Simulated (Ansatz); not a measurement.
# InSiH5 (SMILES [SiH3][InH2]): HF/3-21G

Aim: the electronic atomisation energy of InSiH5 at HF/3-21G, from 4 runs. 

Program for the calculation: Ansatz 0.2.0.

37 further runs of the same task are left out: 37 set aside as unsound or not needed.

### 1 The system as given

The species is InSiH5 (7 atoms), meant as a singlet with charge 0. As SMILES, `[SiH3][InH2]`. The coordinates come from a PBE0-D4/def2-TZVP relaxation.

Bond lengths: Si1–In2 2.575 Å, Si1–H3 1.488 Å, Si1–H4 1.491 Å, Si1–H5 1.491 Å, In2–H6 1.729 Å, In2–H7 1.730 Å. Angles: Si1–In2–H6 122.1°, Si1–In2–H7 119.9°, In2–Si1–H3 113.2°, In2–Si1–H4 110.5°, In2–Si1–H5 110.1°, H6–In2–H7 118.0°, H3–Si1–H4 107.8°, H3–Si1–H5 107.7°, H4–Si1–H5 107.3°.

### 2 The energy at HF/3-21G

The input, run.yaml:

```yaml
crystal:
  periodic: [false, false, false]
  atoms:
    - {symbol: Si, position_ang: [-0.667100, -0.641500, -0.642100]}
    - {symbol: In, position_ang: [0.830800, 0.837600, 0.840500]}
    - {symbol: H, position_ang: [-2.119900, -0.371100, -0.463600]}
    - {symbol: H, position_ang: [-0.432000, -2.083300, -0.345900]}
    - {symbol: H, position_ang: [-0.338000, -0.425500, -2.080000]}
    - {symbol: H, position_ang: [0.179100, 2.062100, 1.872000]}
    - {symbol: H, position_ang: [2.547100, 0.621800, 0.819100]}
basis:
  gaussian:
    orbitals: 3-21G-spherical.json
hamiltonian:
  xc: hf
accuracy: high
output:
  orbitals: {seedname: orbitals}
```

The basis set 3-21G is read from a file made from the Basis Set Exchange's data (not shown).

Launch:

```console
$ ansatz run run.yaml --threads 1 --pin off --max-ram 3480MiB --events-out events.jsonl --progress --plain --runs-dir runs
```

The log of the run:

```text
Warning: RAYON_NUM_THREADS=1 ignored (pool sized by the plan → 1); use --threads N
Functional definition: HF
  name "HF"
  exchange = exact_x
  correlation = 0
1132 factors; integrals over basis functions are off by at most 4.0e-9 eV
mean field evaluation 1: about -163403.4310 eV, gradient 9.1e0 eV
mean field evaluation 2: about -163403.4608 eV, gradient 9.1e0 eV
mean field evaluation 4: about -163403.9773 eV, gradient 2.7e-1 eV
mean field evaluation 8: about -163403.9768 eV, gradient 5.1e-4 eV
mean field -163403.97681228 eV, -6004.9853886577 hartree, gradient 2.7e-8 eV, S^2 0.000000; 0 other end points of the search recorded, 0 dependent functions left out
reference -163403.97681228 eV, -6004.9853886577 hartree; 34, 34 occupied and 20, 20 virtual orbitals, 1132 factors
Total energy: -163403.97681228 eV, -6004.9853886577 hartree
```

Wall time 0.96 s (1 thread of Arm Neoverse V2, shared host); peak memory 0.13 GiB.

### 3 The H atom

The input, run.yaml:

```yaml
crystal:
  periodic: [false, false, false]
  atoms:
    - {symbol: H, position_ang: [0.000000, 0.000000, 0.000000]}
basis:
  gaussian:
    orbitals: 3-21G.json
magnetization:
  spin_polarized: true
  initial_magnetization: 1
hamiltonian:
  xc: hf
accuracy: high
```

The basis set 3-21G is read from a file made from the Basis Set Exchange's data (not shown).

Run the same way, it converges to -0.49620 Eh (log not shown).

### 4 The In atom, same level

The input, molecule.yaml:

```yaml
crystal:
  periodic: [false, false, false]
  atoms:
    - {symbol: In, position_ang: [0.000000, 0.000000, 0.000000]}
basis:
  gaussian:
    orbitals: 3-21G-spherical.json
total_charge: 0
magnetization:
  spin_polarized: true
  initial_magnetization: 1
hamiltonian:
  xc: hf
accuracy: high
```

The basis set 3-21G is read from a file made from the Basis Set Exchange's data (not shown).

Launch:

```console
$ ansatz run molecule.yaml --threads 1 --pin off --max-ram 3480MiB --events-out events.jsonl --progress --plain --runs-dir runs
```

The log of the run:

```text
Warning: RAYON_NUM_THREADS=1 ignored (pool sized by the plan → 1); use --threads N
[... 4 set-up lines as earlier in the session ...]
291 factors; integrals over basis functions are off by at most 4.8e-9 eV
mean field evaluation 1: about -155505.4357 eV, gradient 1.8e0 eV
mean field evaluation 2: about -155505.4517 eV, gradient 1.8e0 eV
mean field evaluation 4: about -155505.5287 eV, gradient 6.1e-2 eV
mean field evaluation 8: about -155505.5284 eV, gradient 1.3e-4 eV
mean field evaluation 16: about -155505.5283 eV, gradient 1.8e-2 eV
mean field -155505.52835575 eV, -5714.7227616408 hartree, gradient 1.6e-8 eV, S^2 0.750435; 3 other end points of the search recorded, 0 dependent functions left out
reference -155505.52835575 eV, -5714.7227616408 hartree; 25, 24 occupied and 6, 7 virtual orbitals, 291 factors
Total energy: -155505.52835575 eV, -5714.7227616408 hartree
```

Run time: 0.28 s. Hardware: 1 thread of Arm Neoverse V2, shared host.

### 5 The Si atom, same level

The input, input.yaml:

```yaml
basis:
  gaussian: {orbitals: 3-21G.json}
crystal:
  periodic: [false, false, false]
  atoms:
    - {symbol: Si, position_ang: [0.000000, 0.000000, 0.000000]}
accuracy: high
hamiltonian: {xc: hf}
magnetization: {spin_polarized: true, initial_magnetization: 2}
```

The basis set 3-21G is read from a file made from the Basis Set Exchange's data (not shown).

Launch:

```console
$ ansatz run input.yaml --threads 1 --pin off --max-ram 3480MiB --events-out events.jsonl --progress --plain --runs-dir runs
```

The log of the run:

```text
Warning: RAYON_NUM_THREADS=1 ignored (pool sized by the plan → 1); use --threads N
[... 4 set-up lines as earlier in the session ...]
78 factors; integrals over basis functions are off by at most 3.4e-9 eV
mean field evaluation 1: about -7818.9387 eV, gradient 2.7e0 eV
mean field evaluation 2: about -7818.9448 eV, gradient 2.7e0 eV
mean field evaluation 4: about -7819.0416 eV, gradient 1.1e-1 eV
mean field evaluation 8: about -7819.0403 eV, gradient 3.5e-8 eV
mean field evaluation 16: about -7819.0456 eV, gradient 1.7e-3 eV
mean field evaluation 32: about -7819.0403 eV, gradient 8.0e-3 eV
mean field -7819.04028989 eV, -287.3444307175 hartree, gradient 4.7e-8 eV, S^2 2.000009; 1 other end points of the search recorded, 0 dependent functions left out
reference -7819.04028989 eV, -287.3444307175 hartree; 8, 6 occupied and 5, 7 virtual orbitals, 78 factors
Total energy: -7819.04028989 eV, -287.3444307175 hartree
```

Run time: 0.04 s. Hardware: 1 thread of Arm Neoverse V2, shared host.

### 6 Outcome

Level: HF/3-21G.

```
                     quantity           value
       molecule: total energy  -6004.98539 Eh
        molecule: HOMO energy        -9.70 eV
        molecule: LUMO energy         0.42 eV
      molecule: HOMO–LUMO gap        10.12 eV
         H atom: total energy     -0.49620 Eh
                 H atom: ⟨S²⟩           0.750
        In atom: total energy  -5714.72276 Eh
                In atom: ⟨S²⟩           0.750
        Si atom: total energy   -287.34443 Eh
                Si atom: ⟨S²⟩           2.000
electronic atomisation energy       11.897 eV
```

What this shows: Taking the molecule apart into free atoms costs 11.90 eV (274 kcal/mol), before zero-point energy and without spin-orbit coupling. Hartree–Fock lacks the correlation of the bonding pairs, which as a rule makes this value much too low; in minimal bases other errors can mask that. The basis has no polarisation functions, which makes bonds too weak. Relativity is left out (molecule) although the molecule holds a heavy atom. Relativity is left out (In atom) although the molecule holds a heavy atom.
